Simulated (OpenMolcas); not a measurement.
**GaH2ClO (SMILES [OH][GaH][Cl]): levels of theory compared**

Aim: a comparison of 6 runs (HF/def2-SVPD, B3LYP/6-31G*, B2PLYP/def2-SVPD, B3LYP/def2-SVPD, M06-2X/def2-SVPD, PBE0/def2-SVPD) of GaH2ClO. 

The results are computed with OpenMolcas 26.06.

### Step 1. Starting point

The species is GaH2ClO (5 atoms), meant as a singlet with charge 0. As SMILES, `[OH][GaH][Cl]`. Geometry: relaxed at PBE0-D4/def2-TZVP. This is one conformer, not always the lowest.

Bond lengths: O1–Ga2 1.772 Å, Ga2–Cl3 2.145 Å, O1–H4 0.960 Å, Ga2–H5 1.541 Å. Angles: O1–Ga2–Cl3 115.0°, O1–Ga2–H5 122.5°, Cl3–Ga2–H5 122.5°, Ga2–O1–H4 113.5°.

### Step 2. Energy and forces at HF/def2-SVPD (run 1)

The input, test.input:

```
* ClGaH2O Hartree-Fock
>>> EXPORT MOLCAS_PRINT=2

&GATEWAY
  BasLib=$CurrDir
  Coord
  5
  angstrom
  O       -1.152400       0.516000      -0.496900
  Ga       0.470000       0.208100       0.146200
  Cl       0.927500      -1.856600       0.504600
  H       -1.672300      -0.281800      -0.622300
  H        1.477200       1.340600       0.426900
  Basis=def2-SVPD
  Group=NoSym

&SEWARD

&SCF
  Thresholds=1e-10 1e-07 1e-07 1e-05
  PrOrbitals=1 2

&ALASKA
```

The basis set def2-SVPD is read from a file made from the Basis Set Exchange's data (not shown).

On the command line:

```
$ export MOLCAS_MEM=1860
$ pymolcas test.input > test.log
```

The log of the run:

```text
--- Start Module: gateway ---
[...]
--- Stop Module: gateway /rc=_RC_ALL_IS_WELL_ ---
[...]
      Basis functions          104
[...]
--- Start Module: scf ---
[...]
       Convergence after  14 Iterations
[...]
::    Total SCF energy                              -2458.4252591685
[...]
      Total spin, S                                     0.0000000000
[...]
      Total electronic charge=   58.000000
      Total            charge=   -0.000000
[...]
      Dipole Moment (debye):
      Origin of the operator (angstrom)=    0.3790   -0.3385    0.1606
                   X=  2.6375E-01               Y=  5.0493E-01               Z=  5.5585E-02           Total=  5.7237E-01
      Quadrupole Moment (debye*angstrom):
[...]
--- Stop Module: scf /rc=_RC_ALL_IS_WELL_ ---
[...]
--- Start Module: alaska ---
[...]
 *              Molecular gradients               *
 **************************************************
  Irreducible representation: a
 ------------------------------------------------------------------------------------------
                              X                       Y                       Z
 ------------------------------------------------------------------------------------------
  O1                7.73820565863304E-03    2.00148154778557E-02    1.12830050730750E-03
  GA2               1.49417670065155E-03   -1.08580536644851E-02    1.54275957387240E-03
  CL3              -2.12617378673663E-03    8.92297580281820E-03   -1.60699692134258E-03
  H4               -5.87982634336548E-03   -1.74198582270435E-02   -6.58333164311298E-04
  H5               -1.22638222927662E-03   -6.59879388925866E-04   -4.05729995581749E-04
 ------------------------------------------------------------------------------------------
--- Stop Module: alaska /rc=_RC_ALL_IS_WELL_ ---
[...]
```

It took 14 s on 1 thread of Intel Xeon 6975P-C (Granite Rapids), shared host; peak memory 0.59 GiB.

### Step 3. Energy and forces at B3LYP/6-31G(d) (spherical functions) (run 2)

The input, mol.input:

```
>>> EXPORT MOLCAS_PRINT=2

&GATEWAY
 BasLib=$CurrDir
 Coord
 5
 angstrom
 O       -1.152400       0.516000      -0.496900
 Ga       0.470000       0.208100       0.146200
 Cl       0.927500      -1.856600       0.504600
 H       -1.672300      -0.281800      -0.622300
 H        1.477200       1.340600       0.426900
 Basis=6-31Gs
 Group=NoSym

&SEWARD
 GridInput
 Grid=UltraFine
 End of Grid

&SCF
 KSDFT=B3LYP
 Thresholds=1e-10 1e-07 1e-07 1e-05
 PrOrbitals=1 2

&ALASKA
```

The basis set 6-31G* is read from a file made from the Basis Set Exchange's data (not shown).

On the command line:

```
$ export MOLCAS_MEM=1860
$ pymolcas mol.input > mol.log
```

The log of the run:

```text
--- Start Module: gateway ---
[...]
--- Stop Module: gateway /rc=_RC_ALL_IS_WELL_ ---
[...]
      Basis functions           68
[...]
--- Start Module: scf ---
[...]
       Convergence after  14 Iterations
[...]
::    Total KS-DFT energy                           -2461.3127360058
[...]
      Total spin, S                                     0.0000000000
[...]
      Total electronic charge=   58.000000
      Total            charge=   -0.000000
[...]
      Dipole Moment (debye):
      Origin of the operator (angstrom)=    0.3790   -0.3385    0.1606
                   X= -1.4167E-01               Y=  4.7483E-01               Z= -9.5515E-02           Total=  5.0464E-01
      Quadrupole Moment (debye*angstrom):
[...]
--- Stop Module: scf /rc=_RC_ALL_IS_WELL_ ---
[...]
--- Start Module: alaska ---
[...]
 *              Molecular gradients               *
 **************************************************
  Irreducible representation: a
 ------------------------------------------------------------------------------------------
                              X                       Y                       Z
 ------------------------------------------------------------------------------------------
  O1                2.94667656838499E-03   -1.12085624377727E-02    2.11992945333250E-03
  GA2              -2.70740994537810E-03   -3.91777109194535E-03   -6.75224326524670E-04
  CL3              -2.53006638603814E-03    9.00145692847332E-03   -1.76716051577230E-03
  H4                4.22800392283440E-03    8.44768453560274E-03    8.48295197362514E-04
  H5               -1.93720415981868E-03   -2.32280793437223E-03   -5.25839808418027E-04
 ------------------------------------------------------------------------------------------
--- Stop Module: alaska /rc=_RC_ALL_IS_WELL_ ---
[...]
```

It took 13 s on 1 thread of Intel Xeon 6975P-C (Granite Rapids), shared host; peak memory 0.41 GiB.

Runs 3 to 5 aren't shown in full; the table further down has their settings and results.

### Step 4. Energy and gradient at PBE0/def2-SVPD (run 6)

The input, job.inp:

```
>>> EXPORT MOLCAS_PRINT=2

&GATEWAY
  BasLib=$CurrDir
  Coord
  5
  angstrom
  O       -1.152400       0.516000      -0.496900
  Ga       0.470000       0.208100       0.146200
  Cl       0.927500      -1.856600       0.504600
  H       -1.672300      -0.281800      -0.622300
  H        1.477200       1.340600       0.426900
  Basis=def2-SVPD
  Group=NoSym

&SEWARD
  GridInput
  Grid=UltraFine
  End of Grid

&SCF
  KSDFT=PBE0
  Thresholds=1e-10 1e-07 1e-07 1e-05
  PrOrbitals=1 1

&ALASKA
```

The basis set def2-SVPD is read from a file made from the Basis Set Exchange's data (not shown).

On the command line:

```
$ export MOLCAS_MEM=1860
$ pymolcas job.inp > job.log
```

The log of the run:

```text
--- Start Module: gateway ---
[...]
--- Stop Module: gateway /rc=_RC_ALL_IS_WELL_ ---
[...]
      Basis functions          104
[...]
--- Start Module: scf ---
[...]
       Convergence after  14 Iterations
[...]
::    Total KS-DFT energy                           -2460.6421930544
[...]
      Total spin, S                                     0.0000000000
[...]
      Total electronic charge=   58.000000
      Total            charge=   -0.000000
[...]
      Dipole Moment (debye):
      Origin of the operator (angstrom)=    0.3790   -0.3385    0.1606
                   X=  1.3883E-01               Y=  5.4809E-01               Z=  4.2522E-03           Total=  5.6542E-01
      Quadrupole Moment (debye*angstrom):
[...]
--- Stop Module: scf /rc=_RC_ALL_IS_WELL_ ---
[...]
--- Start Module: alaska ---
[...]
 *              Molecular gradients               *
 **************************************************
  Irreducible representation: a
 ------------------------------------------------------------------------------------------
                              X                       Y                       Z
 ------------------------------------------------------------------------------------------
  O1                2.42401141142068E-03   -8.86648827458814E-04    9.93399712577059E-04
  GA2              -3.97628935270689E-03   -5.83747598440354E-03   -9.83666713703535E-04
  CL3              -1.16979230055492E-03    5.51885179189071E-03   -9.39321812138516E-04
  H4                2.57144478221338E-03    9.85824779204059E-04    8.91208676309319E-04
  H5                1.50625459655274E-04    2.19448240732945E-04    3.83801370418269E-05
 ------------------------------------------------------------------------------------------
--- Stop Module: alaska /rc=_RC_ALL_IS_WELL_ ---
[...]
```

It took 26 s on 1 thread of Intel Xeon 6975P-C (Granite Rapids), shared host; peak memory 0.59 GiB.

### Step 5. The series

```csv
run,level,integration grid,task,energy (Eh),dipole moment (D),HOMO energy (eV),LUMO energy (eV),wall time
1,HF/def2-SVPD,–,gradient,-2458.425259,0.57,-12.44,1.35,14 s
2,B3LYP/6-31G* (spherical functions),UltraFine,gradient,-2461.312736,0.50,-8.58,-1.34,13 s
3,B2PLYP/def2-SVPD,UltraFine,energy,-2460.556039,0.57,-10.31,-0.23,23 s
4,B3LYP/def2-SVPD,UltraFine,gradient,-2461.191792,0.55,-8.80,-1.53,26 s
5,M06-2X/def2-SVPD,UltraFine,gradient,-2461.084563,0.54,-10.45,-0.66,33 s
6,PBE0/def2-SVPD,UltraFine,gradient,-2460.642193,0.57,-9.08,-1.25,26 s
```

### Step 6. Outcome

```
                       quantity           value
            run 6: total energy  -2460.64219 Eh
           run 6: dipole moment          0.57 D
             run 6: HOMO energy        -9.08 eV
             run 6: LUMO energy        -1.25 eV
           run 6: HOMO–LUMO gap         7.83 eV
run 6: largest force on an atom      0.367 eV/Å
```

**Reading.** The dipole moment (its size) runs from 0.50 D (B3LYP/6-31G*) to 0.57 D (HF/def2-SVPD). The two ends differ in method and basis. The HOMO–LUMO gap runs from 7.24 eV (B3LYP/6-31G*) to 13.79 eV (HF/def2-SVPD). For B2PLYP the log adds the whole second-order term; the table takes 0.27 of it, as the functional is defined. Totals of different functionals can't be ranked against each other. All runs together took 2.2 min, the longest 33 s.
